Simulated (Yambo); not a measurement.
# WC (Qusongite) (P-6m2) in Yambo: a series of runs, part 2 of 3

Yambo 5.3.0.

## Step 3: G0W0 quasiparticle levels, PBEsol (cell squeezed)

File g0w00.in:

```
gw0
dyson
el_el_corr
rim_cut
HF_and_locXC
ppa
em1d
RandQpts= 1000000
RandGvec= 50 RL
EXXRLvcs= 82 Ry
VXCRLvcs= 82 Ry
Chimod= "HARTREE"
% BndsRnXp
 1 | 159 |
%
NGsBlkXp= 12 Ry
% LongDrXp
 1 | 1 | 1 |
%
PPAPntXp= 27.21138 eV
% GbndRnge
 1 | 159 |
%
GTermKind= "BG"
DysSolver= "n"
ExtendOut
% QPkrange
 1 | 1 | 7 | 12 |
 2 | 2 | 7 | 12 |
 9 | 9 | 7 | 12 |
%
```

File scf.in:

```
&CONTROL
  calculation = 'scf'
  prefix = 'pwscf'
  outdir = './tmp'
  pseudo_dir = './pseudo'
/
&SYSTEM
  ibrav = 0
  nat = 2
  ntyp = 2
  ecutwfc = 82
  nbnd = 15
  occupations = 'smearing'
  smearing = 'fd'
  degauss = 0.00367493
  force_symmorphic = .true.
/
&ELECTRONS
  conv_thr = 4d-10
  electron_maxstep = 120
  mixing_beta = 0.5
/
ATOMIC_SPECIES
W    183.8400 W.upf
C     12.0110 C.upf
CELL_PARAMETERS angstrom
   2.8672181576    0.0000000000    0.0000000000
  -1.4336090788    2.4830837627    0.0000000000
   0.0000000000    0.0000000000    2.7982628680
ATOMIC_POSITIONS crystal
W      0.0000000000    0.0000000000    0.0000000000
C      0.6666666667    0.3333333333    0.5000000000
K_POINTS automatic
12 12 10 0 0 0
```

File nscf.in:

```
&CONTROL
  calculation = 'nscf'
  prefix = 'pwscf'
  outdir = './tmp'
  pseudo_dir = './pseudo'
/
&SYSTEM
  ibrav = 0
  nat = 2
  ntyp = 2
  ecutwfc = 82
  nbnd = 159
  occupations = 'smearing'
  smearing = 'fd'
  degauss = 0.00367493
  force_symmorphic = .true.
/
&ELECTRONS
  conv_thr = 1d-08
  diago_full_acc = .true.
  diago_thr_init = 1d-06
/
ATOMIC_SPECIES
W    183.8400 W.upf
C     12.0110 C.upf
CELL_PARAMETERS angstrom
   2.8672181576    0.0000000000    0.0000000000
  -1.4336090788    2.4830837627    0.0000000000
   0.0000000000    0.0000000000    2.7982628680
ATOMIC_POSITIONS crystal
W      0.0000000000    0.0000000000    0.0000000000
C      0.6666666667    0.3333333333    0.5000000000
K_POINTS automatic
3 3 4 0 0 0
```

Potentials or basis: PseudoDojo 0.4.1 SR PBEsol standard.

Started as:

```bash
$ OMP_NUM_THREADS=1 pw.x -in scf.in > scf.out
$ OMP_NUM_THREADS=1 pw.x -in nscf.in > nscf.out
$ cd tmp/pwscf.save; p2y; mv SAVE ../..; cd ../..
$ OMP_NUM_THREADS=1 yambo
$ OMP_NUM_THREADS=1 yambo -F g0w00.in -J g0w00 -C g0w00_out
```

Yambo's report:

```text
[... sections 02.01 to 02.04 as in the set-up run ...]

[... 5 lines left out ...]
  [X] Bosonic    Temperature                        :  0.258606E-1   300.100    [eV K]
  [X] Finite Temperature mode                       : yes
  [X] El. density                                   :  0.90351E+24 [cm-3]
  [X] Fermi Level                                   :  22.00469 [eV]

  [X] === Gaps and Widths ===
  [X] Conduction Band Min                           :  22.00469 [eV]
  [X] Valence Band Max                              :  22.00469 [eV]
  [X] Filled Bands                                  :   8
  [X] Metallic Bands                                :   9  10
  [X] Empty Bands                                   :   11  159

  [X] === Metallic Characters ===
  [X] N of el / N of met el                         :  18.00000   2.11110
  [X] Average metallic occ.                         :  0.263888

  [WARNING] [X] Metallic system

 [03] Transferred momenta grid and indexing
 ==========================================

 IBZ Q-points                                      :   9
 BZ  Q-points                                      :   36

 K/Q-points units:
 rlu = crystal or reduced units; cc = cartesian coordinates; iku = interal k-units

 Q [1]          [rlu]:  0.000000  0.000000  0.000000
 Q [2]          [rlu]:  0.000000  0.000000  0.250000
 Q [3]          [rlu]:  0.000000  0.000000 -0.500000
 Q [4]          [rlu]:  0.47551E-16  0.33333       0.0000
 Q [5]          [rlu]:  0.47551E-16  0.33333      0.25000
 Q [6]          [rlu]:  0.47551E-16  0.33333     -0.50000
 Q [7]          [rlu]:  0.333333  0.333333  0.000000
 Q [8]          [rlu]:  0.333333  0.333333  0.250000
 Q [9]          [rlu]:  0.333333  0.333333 -0.500000

 [04] Coloumb potential Random Integration (RIM)
 ===============================================

[... 248 lines left out ...]
  - So : Sc(Eo)     - S   : Sc(E)
  - dSp: Sc derivative precision

  - lXC: Local XC (Perdew, Burke & Ernzerhof SOL(X)+Perdew, Burke & Ernzerhof SOL(C))
  -nlXC: non-Local XC (Hartree-Fock)

  QP [eV] @ K [1] (iku):  0.000000  0.000000  0.000000
   B=7 Eo= -4.14 E= -4.15 E-Eo= -0.01 Re(Z)=0.79 Im(Z)= 0.218135E-2 nlXC= -18.4764 lXC= -15.9320 So=  2.53582
   B=8 Eo= -4.14 E= -4.15 E-Eo= -0.01 Re(Z)=0.79 Im(Z)= 0.229588E-2 nlXC= -18.4763 lXC= -15.9320 So=  2.53358
   B=9 Eo= -0.51 E= -0.62 E-Eo= -0.11 Re(Z)=0.80 Im(Z)=-0.903790E-3 nlXC= -16.9398 lXC= -15.6681 So=  1.13560
   B=10 Eo=  2.79 E=  3.19 E-Eo=  0.40 Re(Z)=0.80 Im(Z)=-0.107195E-2 nlXC= -12.7237 lXC= -18.4810 So= -5.25733
   B=11 Eo=  2.79 E=  3.19 E-Eo=  0.40 Re(Z)=0.80 Im(Z)=-0.107197E-2 nlXC= -12.7237 lXC= -18.4810 So= -5.25710
   B=12 Eo=  5.24 E=  5.43 E-Eo=  0.19 Re(Z)=0.78 Im(Z)=-0.231680E-2 nlXC= -10.8008 lXC= -16.8327 So= -5.78468
[... 9 lines left out ...]
  QP [eV] @ K [9] (iku):  0.333333  0.500000 -0.500000
   B=7 Eo= -6.19 E= -6.36 E-Eo= -0.17 Re(Z)=0.79 Im(Z)= 0.373959E-2 nlXC= -19.3156 lXC= -15.7485 So=  3.34734
   B=8 Eo= -2.20 E= -2.43 E-Eo= -0.23 Re(Z)=0.80 Im(Z)=-0.829047E-3 nlXC= -17.9887 lXC= -15.3990 So=  2.30559
   B=9 Eo= -1.30 E= -1.34 E-Eo= -0.04 Re(Z)=0.81 Im(Z)=-0.101706E-2 nlXC= -16.9031 lXC= -15.6595 So=  1.19857
   B=10 Eo=  4.03 E=  4.36 E-Eo=  0.33 Re(Z)=0.80 Im(Z)=-0.421255E-2 nlXC= -11.9491 lXC= -18.0471 So= -5.68164
   B=11 Eo=  6.23 E=  6.46 E-Eo=  0.22 Re(Z)=0.82 Im(Z)=  0.02631 nlXC=-11.58959 lXC=-18.32027 So= -6.46158
   B=12 Eo=  7.41 E=  7.65 E-Eo=  0.24 Re(Z)=0.18 Im(Z)=  0.34847 nlXC=-11.65947 lXC=-18.59788 So= -6.42568

  [WR./g0w00//ndb.QP]-------------------------------------------------------------
   Lattice constants                                :  5.418257  4.692348  5.287950
   Coulomb cutoff potential                         : none
   Electronic Temperature                           :  300.1000 [K]
   Bosonic    Temperature                           :  300.1000 [K]
   Green`s function   energies                      : Perdew, Burke & Ernzerhof SOL(X)+Perdew, Burke & Ernzerhof SOL(C)
   wavefunctions                                    : Perdew, Burke & Ernzerhof SOL(X)+Perdew, Burke & Ernzerhof SOL(C)
   PPA    diel. fun.  energies                      : Perdew, Burke & Ernzerhof SOL(X)+Perdew, Burke & Ernzerhof SOL(C)
   wavefunctions                                    : Perdew, Burke & Ernzerhof SOL(X)+Perdew, Burke & Ernzerhof SOL(C)
   QP tot states                                    :  18
   GW solver                                        : Newton
   GW approximation                                 : PPA
   PPA imaginary Energy                             :  27.21138 ev
   RIM G`s                                          :   59
   RIM random pts                                   :  1000000
   dS/dw steps                                      :  2
   dS/dw step                                       :  0.100000 ev
   X G`s                                            :   95 used
   X G`s                                            :   95 disk
   X bands                                          :    1  159
   X poles                                          :  100.0000 o/o
   X e/h E range                                    : -1.000000 -1.000000 ev
   X Hxc Kernel                                     : HARTREE
   X BZ energy Double Grid                          : no
   X Optical Averaged directions                    : none
   Sc/G bands                                       :    1  159
   Sc/G damping                                     :  0.100000 ev
   Sc bands terminator                              : yes
   Sc terminator kind                               : BG
   Sc Terminator pole                               :  40.81708
   Sx RL components                                 :  1701

   QP @ state[ 1 ] K range                          :  1  2
   QP @ state[ 1 ] b range                          :   7  12
   QP @ state[ 2 ] K range                          :   9   9
   QP @ state[ 2 ] b range                          :   7  12
   GF energies kind                                 : Perdew, Burke & Ernzerhof SOL(X)+Perdew, Burke & Ernzerhof SOL(C)
   GF WF`s kind                                     : Perdew, Burke & Ernzerhof SOL(X)+Perdew, Burke & Ernzerhof SOL(C)
   Xs energies kind                                 : Perdew, Burke & Ernzerhof SOL(X)+Perdew, Burke & Ernzerhof SOL(C)
   Xs WF`s kind                                     : Perdew, Burke & Ernzerhof SOL(X)+Perdew, Burke & Ernzerhof SOL(C)
```

r_setup:

```text
[02] CORE Variables Setup
 =========================

  [02.01] Unit cells
  ==================

  Cell kind             :  HCP
  Atoms in the cell     :  W  C
  number of W  atoms    :  1
  number of C  atoms    :  1
[... 225 lines left out ...]

  [03.01] X indexes
  =================

   [03.01.01] Sigma indexes
   ========================

   [WR./SAVE//ndb.kindx]-----------------------------------------------------------
    Fragmentation                                    : no
    Polarization last K ( bz)                        :   36
    Polarization last K (ibz)                        :   9
    QP states                                        :   1   9
    X grid is uniform                                : yes
    Grids (string)                                   :  X S
    Grids (int-vector)                               :  1  0  0  1
```

o-g0w00.qp:

```text
# GW solver                                       : Newton
# GW approximation                                : PPA
# PPA imaginary Energy                            :   27.2113800    [ev]
[... 49 lines left out ...]
         9                 11                 6.234038           6.455805           0.221767          -18.32027          -11.58959          -6.461577          -6.508913          -5.923720           0.820381           0.026311          -24.09496           27.31741
         9                 12                 7.413039           7.652100           0.239061          -18.59788          -11.65947          -6.425677          -6.699350          -4.747692           0.181170           0.348474           102.6812           6.410246
#
```

It took 2.2 min on 1 thread of Intel Xeon 6975P-C (Granite Rapids), shared host; peak memory 0.37 GiB.

What came out:

| Item | Value |
| --- | --- |
| Band gap on the k mesh, mean-field level | none (metal or under the smearing width) |

Quasiparticle terms (eV):
```csv
k point,band,Kohn-Sham level,Vxc,Σx,Σc,Z,result
"(0.000, 0.000, 0.000)",7,-4.14,-15.93,-18.48,2.54,0.79,-4.15
"(0.000, 0.000, 0.000)",8,-4.14,-15.93,-18.48,2.53,0.79,-4.15
"(0.000, 0.000, 0.000)",9,-0.51,-15.67,-16.94,1.14,0.80,-0.62
"(0.000, 0.000, 0.000)",10,2.79,-18.48,-12.72,-5.26,0.80,3.19
"(0.000, 0.000, 0.000)",11,2.79,-18.48,-12.72,-5.26,0.80,3.19
"(0.000, 0.000, 0.000)",12,5.24,-16.83,-10.80,-5.78,0.78,5.43
"(0.000, 0.000, 0.250)",7,-3.49,-16.10,-18.28,2.18,0.79,-3.48
"(0.000, 0.000, 0.250)",8,-3.49,-16.10,-18.28,2.17,0.79,-3.49
"(0.000, 0.000, 0.250)",9,0.01,-17.15,-14.35,-2.51,0.81,0.24
"(0.000, 0.000, 0.250)",10,0.01,-17.15,-14.35,-2.51,0.81,0.24
"(0.000, 0.000, 0.250)",11,0.35,-16.44,-12.63,-3.69,0.81,0.45
"(0.000, 0.000, 0.250)",12,5.57,-16.98,-10.62,-6.04,0.79,5.82
"(0.333, 0.333, -0.500)",7,-6.19,-15.75,-19.32,3.35,0.79,-6.36
"(0.333, 0.333, -0.500)",8,-2.20,-15.40,-17.99,2.31,0.80,-2.43
"(0.333, 0.333, -0.500)",9,-1.30,-15.66,-16.90,1.20,0.81,-1.34
"(0.333, 0.333, -0.500)",10,4.03,-18.05,-11.95,-5.68,0.80,4.36
"(0.333, 0.333, -0.500)",11,6.23,-18.32,-11.59,-6.46,0.82,6.46
"(0.333, 0.333, -0.500)",12,7.41,-18.60,-11.66,-6.43,0.18,7.65
```

Caveat: the k mesh is coarse (spacing up to 0.84 Å⁻¹), so the values aren't converged; the plasmon-pole model is rough for a metal; the ground state has no gap, which makes the many-body step unreliable; this version prints the column dSc/dw multiplied by 27.2; the terminator is approximate in this version, by hundredths of an eV.

## Step 4: Optical spectrum, PBEsol (cell squeezed)

File optics1.in:

```
optics
chi
Chimod= "HARTREE"
% BndsRnXd
 1 | 34 |
%
NGsBlkXd= 3 Ry
% LongDrXd
 1 | 0 | 0 |
%
% QpntsRXd
 1 | 1 |
%
% EnRngeXd
 0 | 20 | eV
%
% DmRngeXd
 0.1 | 0.1 | eV
%
ETStpsXd= 200
```

scf.in is that of step 3.

nscf.in is that of step 3.

Potentials or basis: PseudoDojo 0.4.1 SR PBEsol standard.

Started as:

```bash
$ OMP_NUM_THREADS=1 pw.x -in scf.in > scf.out
$ OMP_NUM_THREADS=1 pw.x -in nscf.in > nscf.out
$ cd tmp/pwscf.save; p2y; mv SAVE ../..; cd ../..
$ OMP_NUM_THREADS=1 yambo
$ OMP_NUM_THREADS=1 yambo -F optics1.in -J optics1 -C optics1_out
```

Yambo's report:

```text
[... sections 02.01 to 02.04 as in the set-up run ...]

[... 5 lines left out ...]
  [X] Bosonic    Temperature                        :  0.258606E-1   300.100    [eV K]
  [X] Finite Temperature mode                       : yes
  [X] El. density                                   :  0.90351E+24 [cm-3]
  [X] Fermi Level                                   :  22.00469 [eV]

  [X] === Gaps and Widths ===
  [X] Conduction Band Min                           :  22.00469 [eV]
  [X] Valence Band Max                              :  22.00469 [eV]
  [X] Filled Bands                                  :   8
  [X] Metallic Bands                                :   9  10
  [X] Empty Bands                                   :   11  159

  [X] === Metallic Characters ===
  [X] N of el / N of met el                         :  18.00000   2.11110
  [X] Average metallic occ.                         :  0.263888

  [WARNING] [X] Metallic system

 [03] Transferred momenta grid and indexing
 ==========================================

 IBZ Q-points                                      :   9
 BZ  Q-points                                      :   36

 K/Q-points units:
 rlu = crystal or reduced units; cc = cartesian coordinates; iku = interal k-units

 Q [1]          [rlu]:  0.000000  0.000000  0.000000
 Q [2]          [rlu]:  0.000000  0.000000  0.250000
 Q [3]          [rlu]:  0.000000  0.000000 -0.500000
 Q [4]          [rlu]:  0.47551E-16  0.33333       0.0000
 Q [5]          [rlu]:  0.47551E-16  0.33333      0.25000
 Q [6]          [rlu]:  0.47551E-16  0.33333     -0.50000
 Q [7]          [rlu]:  0.333333  0.333333  0.000000
 Q [8]          [rlu]:  0.333333  0.333333  0.250000
 Q [9]          [rlu]:  0.333333  0.333333 -0.500000

 [WARNING] [Xd] User bands 1-34 break level degeneracy

 [04] Dipoles
 ============

  [04.01] Setup: observables and procedures
  =========================================

  [WF-Oscillators/G space/Transverse up loader] Normalization (few states)  min/max  :  0.36881E-16   1.0000

  [WR./optics1//ndb.dipoles]------------------------------------------------------
   Brillouin Zone Q/K grids (IBZ/BZ)                :    9   36    9   36
   RL vectors                                       :  2231 [WF]
   Fragmentation                                    : yes
   Electronic Temperature                           :  300.1000 [K]
   Bosonic    Temperature                           :  300.1000 [K]
   DIP band range                                   :    1   34
   DIP band range limits                            :  10   9
   DIP e/h energy range                             : -1.000000 -1.000000 [eV]
   RL vectors in the sum                            :  2231
   [r,Vnl] included                                 : yes
   Bands ordered                                    : yes
   Direct v evaluation                              : no
   Approach used                                    : G-space v
   Dipoles computed                                 : R V P [G-space]
   Wavefunctions                                    : Perdew, Burke & Ernzerhof SOL(X)+Perdew, Burke & Ernzerhof SOL(C)

  [WARNING] [r,Vnl^pseudo] included in position and velocity dipoles.

  [WARNING] In case H contains other non local terms, these are neglected

 [05] Optics
 ===========

 [X-CG] R(p) Tot o/o(of R):   1724   8212    100

 [WARNING] The system is a metal but Drude term not included.
```

Run time: 33 s. Hardware: 1 thread of Intel Xeon 6975P-C (Granite Rapids), shared host; peak memory 0.26 GiB.

Results:

- Band gap on the k mesh, mean-field level: none (metal or under the smearing width)

Dielectric function (along the field direction of the input):
```
energy (eV)  real part  imaginary part
       0.80    -123.81           43.92
       1.41     -23.83            6.69
       2.11       2.86            2.36
       2.71      15.74            2.39
       3.42      14.67           17.21
       4.02      37.45           74.95
       4.72      -5.63            5.57
       5.43      -6.75           22.55
       6.03       9.98           11.19
       6.73     -13.82           25.03
       7.34     -14.13            6.74
       8.04       1.27           10.89
       8.74      -8.26            7.15
       9.35      -2.24            4.26
      10.05       5.56           14.35
      10.65     -11.03            7.95
      11.36      -2.78            3.85
      11.96      -6.03            2.97
      12.66      -5.67            1.94
      13.37      -2.76            2.22
      13.97      -0.63            3.60
      14.67      -3.57            1.51
      15.28      -1.18            1.84
      15.98      -3.71            1.36
      16.68      -0.19            2.84
      17.29      -1.55            1.90
      17.99       0.07            2.12
      18.59      -2.61            2.40
      19.30      -1.37            1.02
      20.00      -1.49            0.49
```

Caveat: the k mesh is coarse (spacing up to 0.84 Å⁻¹), so the values aren't converged; the intraband (Drude) term of the metal is left out; the ground state has no gap, which makes the many-body step unreliable; spectra need much finer meshes, so this one isn't converged; these spectra lack excitons.

(Part 2 of 3 ends here.)
